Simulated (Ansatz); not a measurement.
# YGa3As2: what a guessed cell relaxes into

The task: take a trial cell of YGa3As2 to zero force and stress.

Method: DFT PBE, scalar-relativistic, plane waves, PAW, in Ansatz 0.2.0.

**1. The starting structure**

It takes space group P-4m2 (No. 115, tetragonal). The conventional cell has a = 4.372 Å, b = 4.372 Å, c = 6.183 Å, α = 90.00°, β = 90.00°, γ = 90.00°. Around Y (site symmetry -4m2) lie 4 As at 2.68 Å. Ga (site symmetry -4m2) is surrounded by 4 As at 2.68 Å. As (site symmetry 2mm) has 2 Y at 2.68 Å and 6 Ga at 2.68 Å as nearest neighbours.

As a file:

```xyz
6
Lattice="4.3723 0.0000 0.0000 0.0000 4.3723 0.0000 0.0000 0.0000 6.1834" Properties=species:S:1:pos:R:3 pbc="T T T"
Y     2.1862    2.1862    0.0000
Ga    0.0000    0.0000    0.0000
Ga    2.1862    2.1862    3.0917
Ga    0.0000    0.0000    3.0917
As    2.1862    0.0000    4.6376
As    0.0000    2.1862    1.5459
```

Recipe of the guess: ordered mixture on the cation sites of antifluorite (P-4m2, No. 115). Lengths come from tabulated atomic sizes and are only a guess.

**2. Probe: one point on a coarse mesh**

Contents of input.yaml:

```yaml
crystal:
  lattice:
    - [4.37233919, 0.0, 0.0]
    - [0.0, 4.37233919, 0.0]
    - [0.0, 0.0, 6.18342138]
  atoms:
    - { symbol: "Y", position: [0.5, 0.5, 0.0] }
    - { symbol: Ga, position: [0.0, 0.0, 0.0] }
    - { symbol: Ga, position: [0.5, 0.5, 0.5] }
    - { symbol: Ga, position: [0.0, 0.0, 0.5] }
    - { symbol: As, position: [0.5, 0.0, 0.75] }
    - { symbol: As, position: [0.0, 0.5, 0.25] }
basis:
  ecutwfc: 420
kpoints:
  mp_grid: { grid: [4, 4, 4] }
hamiltonian:
  xc: pbe
scf:
  occupations: { method: gaussian, width: 0.1 }
  lower_state_search: "off"
output:
  forces: true
  stress: true
  eigenvalues: true
```

Run with:

```sh
$ ansatz run input.yaml --threads 1 --pin off --max-ram 2560MiB --backend cpu --events-out ev --progress --plain --runs-dir out
```

The session goes on with these runs: coarse relaxation; full relaxation.

What does the calculation give? Wanted: conventional cell; volume; energy over the elements; gap on the mesh.

As calculated:

| quantity | value |
| --- | --- |
| symmetry at the end (tolerance 0.05 Å) | space group P-4m2 (No. 115) |
| conventional cell | a = 4.394 Å, b = 4.394 Å, c = 7.267 Å, α = 90.00°, β = 90.00°, γ = 90.00° |
| volume | 23.38 Å³/atom |
| energy over the elements | -0.20 eV/atom |
| gap on the mesh | none (metal) |

In words: The space group P-4m2 (No. 115) is kept, and the volume per atom grows by 18.7 % from the first guess. A negative formation energy is needed for stability but isn't enough; other structures and compounds were not set against it here. No finished test with a distortion of lower symmetry is shown, so the end may be a saddle point.
